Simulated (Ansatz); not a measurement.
# AlF2H4N (built from SMILES N.[F][AlH][F]): a reaction path by the nudged elastic band

Aim: the minimum-energy path between two given structures and its highest point. Both ends were relaxed at PBE0-D4 in triple zeta.

Computed with Ansatz 0.2.0, Gaussian basis. Level: PBE0-D4/def2-SVP.

23 further runs of the same task are left out: 1 that didn't finish, 22 set aside as unsound or not needed.

### 1 The system as given

The first end: 8 atoms, charge 0, spin multiplicity 1.

Atoms are counted from 1 here; the program's logs count them from 0.

Bond lengths: Al1–H2 1.580 Å, Al1–F3 1.668 Å, Al1–F4 1.668 Å, Al1–N6 2.028 Å, H5–N6 1.014 Å, N6–H7 1.016 Å, N6–H8 1.016 Å. Angles: H2–Al1–F3 117.7°, H2–Al1–F4 117.7°, H2–Al1–N6 106.6°, F3–Al1–F4 115.2°, F3–Al1–N6 97.1°, F4–Al1–N6 97.1°, Al1–N6–H5 114.5°, Al1–N6–H7 108.6°, Al1–N6–H8 108.7°, H5–N6–H7 108.3°, H5–N6–H8 108.3°, H7–N6–H8 108.3°.

Geometry (Å):

```
Al   -0.82779   -0.61588   -0.13579
H    -1.79593    0.06266   -1.18385
F     0.03185   -1.95737   -0.63057
F    -1.30208   -0.62572    1.46369
H     0.71519    1.46710   -0.49239
N     0.75675    0.63109    0.08083
H     1.60433    0.12359   -0.15648
H     0.81768    0.91454    1.05456
```

The second end:

```xyz
8
charge 0, multiplicity 1
Al   -0.2239   -0.6339    0.2617
H    -1.5719    0.3959   -1.2628
F    -0.1758   -1.8634   -0.8286
F    -1.5196   -0.5242    1.2676
H    -0.9957    0.8801   -1.2001
N     1.1788    0.3852    0.5100
H     2.0474    0.2885    0.0116
H     1.2607    1.0720    1.2406
```

### 2 The band at PBE0-D4/def2-SVP

neb/in.yaml

```yaml
crystal:
  periodic: [false, false, false]
  atoms:
    - {symbol: Al, position_ang: [-0.827788, -0.615881, -0.135790]}
    - {symbol: H, position_ang: [-1.795933, 0.062661, -1.183851]}
    - {symbol: F, position_ang: [0.031851, -1.957371, -0.630572]}
    - {symbol: F, position_ang: [-1.302079, -0.625723, 1.463691]}
    - {symbol: H, position_ang: [0.715188, 1.467096, -0.492387]}
    - {symbol: N, position_ang: [0.756751, 0.631089, 0.080826]}
    - {symbol: H, position_ang: [1.604332, 0.123585, -0.156482]}
    - {symbol: H, position_ang: [0.817677, 0.914544, 1.054563]}
basis:
  gaussian: {orbitals: def2-SVP}
hamiltonian: {xc: pbe0, dispersion: d4}
neb:
  images: 5
  climbing: true
  max_iterations: 40
  initial_path: idpp
  final_atoms:
    - {symbol: Al, position_ang: [-0.223907, -0.633937, 0.261691]}
    - {symbol: H, position_ang: [-1.571890, 0.395888, -1.262787]}
    - {symbol: F, position_ang: [-0.175837, -1.863442, -0.828592]}
    - {symbol: F, position_ang: [-1.519588, -0.524187, 1.267597]}
    - {symbol: H, position_ang: [-0.995727, 0.880072, -1.200087]}
    - {symbol: N, position_ang: [1.178803, 0.385167, 0.509961]}
    - {symbol: H, position_ang: [2.047443, 0.288456, 0.011645]}
    - {symbol: H, position_ang: [1.260703, 1.071982, 1.240571]}
```

Run with:

```
ansatz run in.yaml --threads 2 --pin off --events-out ev --progress --plain --max-ram 4352MiB
```

Q: Predict the outcome of this session. Wanted: from earlier runs: barrier over the separately found saddle, CCSD(T)/def2-TZVPP.

As calculated:

| quantity | value |
| --- | --- |
| PBE0-D4/def2-SVP, 10 iterations | highest 1.518 eV (image 3), last end +0.945 eV |
| from earlier runs: barrier over the separately found saddle, CCSD(T)/def2-TZVPP | 1.609 eV |

**Reading.** The highest image lies 1.518 eV above the first end, and it climbed, so it estimates the saddle. The ends are not quite minima at this level (largest force component 0.39 eV/Å), so the heights are unreliable: relaxing the first end would lower it and raise the barrier above it. The highest image is 0.091 eV below the CCSD(T) barrier in triple zeta, which comes from separate runs on the saddle.
